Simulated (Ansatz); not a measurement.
**CH₄FGaOS: how energies converge with the basis set**

Aim: see how fast density functionals converge with the basis set for CH₄FGaOS.

Computed with Ansatz 0.2.0, Gaussian basis. Level: one geometry, several basis sets.

The runs, in order: PBE0-D4/def2-SVP; ωB97M-V/def2-SVP; PBE0-D4/def2-QZVPP; ωB97M-V/def2-QZVPP; the functionals' def2-TZVPP values are taken from earlier runs.

## 1. Structure used throughout

An earlier PBE0-D4 in a triple-zeta def2 set relaxation fixed the geometry.

SMILES `C[S][Ga]([OH])[F]`, 9 atoms, charge 0, spin multiplicity 1.

Atoms are counted from 1 here; the program's logs count them from 0.

Bond lengths: C1–S2 1.824 Å, C1–H6 1.088 Å, C1–H7 1.090 Å, C1–H8 1.088 Å, S2–Ga3 2.163 Å, Ga3–O4 1.775 Å, Ga3–F5 1.751 Å, O4–H9 0.961 Å. Angles: S2–C1–H6 111.4°, S2–C1–H7 105.8°, S2–C1–H8 111.4°, H6–C1–H7 109.2°, H6–C1–H8 109.9°, H7–C1–H8 109.2°, C1–S2–Ga3 99.6°, S2–Ga3–O4 122.2°, S2–Ga3–F5 121.6°, O4–Ga3–F5 116.1°, Ga3–O4–H9 112.8°.

## 2. PBE0-D4 in def2-SVP

File in.yaml:

```yaml
crystal:
  periodic: [false, false, false]
  atoms:
    - {symbol: C, position_ang: [1.410656, 0.221788, 0.897022]}
    - {symbol: S, position_ang: [0.676339, 1.449776, -0.234361]}
    - {symbol: Ga, position_ang: [-1.048167, 0.332879, -0.911686]}
    - {symbol: O, position_ang: [-1.391647, -1.314370, -0.345328]}
    - {symbol: F, position_ang: [-2.188507, 1.008080, -2.056797]}
    - {symbol: H, position_ang: [0.734141, -0.018259, 1.714419]}
    - {symbol: H, position_ang: [2.307750, 0.689888, 1.301073]}
    - {symbol: H, position_ang: [1.689360, -0.687332, 0.368527]}
    - {symbol: H, position_ang: [-2.189916, -1.682440, -0.732868]}
basis:
  gaussian: {orbitals: def2-SVP}
hamiltonian: {xc: pbe0, dispersion: d4}
output: {orbitals: {seedname: orbitals}}
```

Command:

```console
ansatz run in.yaml --threads 4 --pin off --events-out ev --progress --plain --max-ram 10444MiB
```

What it wrote:

```text
Functional definition: PBE0
  name "PBE0"
  cite "Adamo & Barone, J. Chem. Phys. 110, 6158 (1999) doi:10.1063/1.478522"
  cite "Perdew, Burke & Ernzerhof, Phys. Rev. Lett. 77, 3865 (1996) doi:10.1103/PhysRevLett.77.3865"
  parent pbe
  parameter a = 0.25
  parameter kappa = 0.804
  parameter beta = 0.06672455060314922
  exchange = (1 - a)*pbe_x(kappa = kappa, mu = beta*pi^2/3) + a*exact_x
  correlation = pbe_c(beta = beta)
1088 factors; integrals over basis functions are off by at most 1.2e-3 eV
mean field evaluation 1: about -69042.1971 eV, gradient 6.9e1 eV
mean field evaluation 2: about -69021.4832 eV, gradient 1.2e2 eV
mean field evaluation 4: about -69050.8052 eV, gradient 7.1e0 eV
mean field evaluation 8: about -69051.0004 eV, gradient 8.0e-1 eV
mean field evaluation 16: about -69051.0019 eV, gradient 3.7e-4 eV
mean field -69051.00188754 eV, -2537.5775149168 hartree, gradient 1.5e-5 eV, S^2 0.000000; 0 other end points of the search recorded, 0 dependent functions left out
reference -69051.00191795 eV, -2537.5775160344 hartree; 37, 37 occupied and 75, 75 virtual orbitals, 1088 factors
Total energy: -69051.17506569 eV, -2537.5838790966 hartree
```

Wall time 0.75 s (4 threads of Intel Xeon 6975P-C, shared host).

## 3. ωB97M-V in def2-SVP

in.yaml: that of step 2 with these lines changed.

```diff
@@ -14,3 +14,3 @@
   gaussian: {orbitals: def2-SVP}
-hamiltonian: {xc: pbe0, dispersion: d4}
+hamiltonian: {xc: {name: wB97M-V}}
 output: {orbitals: {seedname: orbitals}}
```

Same command.

What it wrote, cut to the lines that bear on the results:

```text
Functional definition: wB97M-V
  name "wB97M-V"
  cite "Mardirossian & Head-Gordon, J. Chem. Phys. 144, 214110 (2016) doi:10.1063/1.4952647"
  cite "Becke, J. Chem. Phys. 107, 8554 (1997) doi:10.1063/1.475007"
  cite "Vydrov & Van Voorhis, J. Chem. Phys. 133, 244103 (2010) doi:10.1063/1.3521275"
  # Of w^i u^j: cxij and so on, Table III.
[...]
  gx(w, u) = 1 - cx + cx01*u + cx10*w
  gss(w, u) = css00 + css04*u^4 + css10*w + css20*w^2 + css43*w^4*u^3
  gos(w, u) = cos00 + cos10*w + (cos20 + cos21*u)*w^2 + (cos60 + cos61*u)*w^6
[...]
      + integral(e_c_pw_mod_opposite_spin*gos(b97_w_opposite, b97_u_opposite)) + vv10(b, c)
1088 factors; integrals over basis functions are off by at most 1.2e-3 eV
286 factors; integrals over basis functions are off by at most 6.4e-6 eV
[...]
mean field -69062.37045111 eV, -2537.9953019223 hartree, gradient 6.5e-5 eV, S^2 0.000000; 0 other end points of the search recorded, 0 dependent functions left out
reference -69062.37049823 eV, -2537.9953036538 hartree; 37, 37 occupied and 75, 75 virtual orbitals, 1088 factors
Total energy: -69062.37049823 eV, -2537.9953036538 hartree
```

It took 2.4 s on 4 threads of Intel Xeon 6975P-C, shared host.

## 4. PBE0-D4 in def2-QZVPP

in.yaml: that of step 3 with these lines changed.

```diff
@@ -13,4 +13,4 @@
 basis:
-  gaussian: {orbitals: def2-SVP}
-hamiltonian: {xc: {name: wB97M-V}}
+  gaussian: {orbitals: "def2-QZVPP.json"}
+hamiltonian: {xc: pbe0, dispersion: d4}
 output: {orbitals: {seedname: orbitals}}
```

Launched as before.

What it wrote:

```text
Functional definition: PBE0
  name "PBE0"
  cite "Adamo & Barone, J. Chem. Phys. 110, 6158 (1999) doi:10.1063/1.478522"
  cite "Perdew, Burke & Ernzerhof, Phys. Rev. Lett. 77, 3865 (1996) doi:10.1103/PhysRevLett.77.3865"
  parent pbe
  parameter a = 0.25
  parameter kappa = 0.804
  parameter beta = 0.06672455060314922
  exchange = (1 - a)*pbe_x(kappa = kappa, mu = beta*pi^2/3) + a*exact_x
  correlation = pbe_c(beta = beta)
1744 factors; their error is unknown
mean field evaluation 1: about -69059.0895 eV, gradient 8.3e1 eV
mean field evaluation 2: about -69030.4309 eV, gradient 1.5e2 eV
mean field evaluation 4: about -69070.3666 eV, gradient 9.5e0 eV
mean field evaluation 8: about -69070.5117 eV, gradient 3.4e-1 eV
mean field evaluation 16: about -69070.6758 eV, gradient 1.7e-4 eV
mean field -69070.67577108 eV, -2538.3005168016 hartree, gradient 4.7e-5 eV, S^2 0.000000; 0 other end points of the search recorded, 0 dependent functions left out
reference -69070.67581056 eV, -2538.3005182525 hartree; 37, 37 occupied and 413, 413 virtual orbitals, 1744 factors
Total energy: -69070.84895830 eV, -2538.3068813147 hartree
```

Wall time 5.5 s (4 threads of Intel Xeon 6975P-C, shared host); peak memory 1.8 GiB.

## 5. ωB97M-V in def2-QZVPP

in.yaml: that of step 4 with these lines changed.

```diff
@@ -14,3 +14,3 @@
   gaussian: {orbitals: "def2-QZVPP.json"}
-hamiltonian: {xc: pbe0, dispersion: d4}
+hamiltonian: {xc: {name: wB97M-V}}
 output: {orbitals: {seedname: orbitals}}
```

Launched as before.

What it wrote, cut to the lines that bear on the results:

```text
Functional definition: wB97M-V
  name "wB97M-V"
  cite "Mardirossian & Head-Gordon, J. Chem. Phys. 144, 214110 (2016) doi:10.1063/1.4952647"
  cite "Becke, J. Chem. Phys. 107, 8554 (1997) doi:10.1063/1.475007"
  cite "Vydrov & Van Voorhis, J. Chem. Phys. 133, 244103 (2010) doi:10.1063/1.3521275"
  # Of w^i u^j: cxij and so on, Table III.
[...]
  gx(w, u) = 1 - cx + cx01*u + cx10*w
  gss(w, u) = css00 + css04*u^4 + css10*w + css20*w^2 + css43*w^4*u^3
  gos(w, u) = cos00 + cos10*w + (cos20 + cos21*u)*w^2 + (cos60 + cos61*u)*w^6
[...]
      + integral(e_c_pw_mod_opposite_spin*gos(b97_w_opposite, b97_u_opposite)) + vv10(b, c)
1711 factors; their error is unknown
339 factors; integrals over basis functions are off by at most 8.0e-6 eV
[...]
mean field -69082.10992343 eV, -2538.7207141503 hartree, gradient 1.6e-5 eV, S^2 0.000000; 0 other end points of the search recorded, 0 dependent functions left out
reference -69082.10998673 eV, -2538.7207164764 hartree; 37, 37 occupied and 413, 413 virtual orbitals, 1711 factors
Total energy: -69082.10998673 eV, -2538.7207164764 hartree
```

Run time: 10 s. Hardware: 4 threads of Intel Xeon 6975P-C, shared host; peak memory 2.1 GiB.

## 6. Functionals by basis

The def2-TZVPP values come from earlier runs at the same geometry.

| functional | basis | functions | energy (eV) | from the largest (eV) | HOMO (eV) | LUMO (eV) |
| --- | --- | --- | --- | --- | --- | --- |
| PBE0-D4 | def2-SVP | 112 | -69051.1751 | 19.674 | -7.40 | -0.86 |
| PBE0-D4 | def2-TZVPP | 239 | -69068.9794 | 1.870 | -7.52 | -1.03 |
| PBE0-D4 | def2-QZVPP | 450 | -69070.8490 | 0.000 | -7.55 | -1.19 |
| ωB97M-V | def2-SVP | 112 | -69062.3705 | 19.739 | -9.55 | 1.01 |
| ωB97M-V | def2-TZVPP | 239 | -69080.3121 | 1.798 | -9.71 | 0.79 |
| ωB97M-V | def2-QZVPP | 450 | -69082.1100 | 0.000 | -9.75 | 0.45 |

## 7. Outcome

```
                                       quantity           value
PBE0-D4: double and triple zeta above quadruple  19.67, 1.87 eV
ωB97M-V: double and triple zeta above quadruple  19.74, 1.80 eV
```

What this shows: For PBE0-D4 the step from double to triple zeta gains 17.80 eV and the next only 1.87 eV. These are total energies; as a rule much of such shifts cancels in differences, which this series doesn't test. The LUMO of ωB97M-V is positive and keeps falling with the basis (1.01 to 0.45 eV): an unbound level that the basis holds in place.

For PBE0-D4 the largest set took about 7 times as long as the smallest (5.5 s against 0.75 s).
